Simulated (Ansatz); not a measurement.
# C₂F₃Si radical: basis-set convergence

An exercise on one series of results from a longer session: the logs are not shown, and one member is left open.

Program: Ansatz 0.2.0, Gaussian basis. Level of theory: one geometry, several basis sets. These are calculated values, not measurements.

The runs, in order: PBE0-D4/def2-SVP; ωB97M-V/def2-SVP; PBE0-D4/def2-QZVPP; ωB97M-V/def2-QZVPP; the functionals' def2-TZVPP values are taken from earlier runs.

## The geometry

All runs share one geometry, relaxed beforehand with PBE0-D4 in a triple-zeta def2 set.

6 atoms, charge 0, spin multiplicity 2.

Atoms are counted from 1 here; the program's logs count them from 0.

Bond lengths: C1–C2 1.209 Å, C2–Si3 1.796 Å, Si3–F4 1.568 Å, Si3–F5 1.568 Å, Si3–F6 1.568 Å. Angles: C1–C2–Si3 180.0°, C2–Si3–F4 110.5°, C2–Si3–F5 110.4°, C2–Si3–F6 110.4°, F4–Si3–F5 108.5°, F4–Si3–F6 108.5°, F5–Si3–F6 108.5°.

Set-up of the first run:

in.yaml reads:

```yaml
crystal:
  periodic: [false, false, false]
  atoms:
    - {symbol: C, position_ang: [-0.330211, -2.361230, 0.703187]}
    - {symbol: C, position_ang: [-0.165791, -1.214841, 0.356513]}
    - {symbol: Si, position_ang: [0.078615, 0.488438, -0.158641]}
    - {symbol: F, position_ang: [-1.011863, 0.906187, -1.204875]}
    - {symbol: F, position_ang: [1.491118, 0.664547, -0.815976]}
    - {symbol: F, position_ang: [-0.019769, 1.452899, 1.073593]}
basis:
  gaussian: {orbitals: def2-SVP}
magnetization: {spin_polarized: true, initial_magnetization: 1}
hamiltonian: {xc: pbe0, dispersion: d4}
output: {orbitals: {seedname: orbitals}}
```

Among the steps run: PBE0-D4 in def2-SVP; ωB97M-V in def2-SVP; PBE0-D4 in def2-QZVPP; ωB97M-V in def2-QZVPP.

One of the session's tables, all rows but one given; the rest of the session is left out.

It belongs to the step «Density functionals: the series». 

| functional | basis | HOMO (eV) | LUMO (eV) |
| --- | --- | --- | --- |
| PBE0-D4 | def2-SVP | -9.39 | -5.36 |
| PBE0-D4 | def2-TZVPP | -9.43 | -5.49 |
| PBE0-D4 | def2-QZVPP | -9.45 | -5.50 |
| ωB97M-V | def2-SVP | -11.62 | -3.41 |
| ωB97M-V | def2-TZVPP | ? | ? |
| ωB97M-V | def2-QZVPP | -11.71 | -3.70 |

Estimate the missing values for ωB97M-V, def2-TZVPP.

The run gave: HOMO (eV): -11.69; LUMO (eV): -3.65. In the column «HOMO (eV)» it lies between ωB97M-V, def2-QZVPP (-11.71) and ωB97M-V, def2-SVP (-11.62).
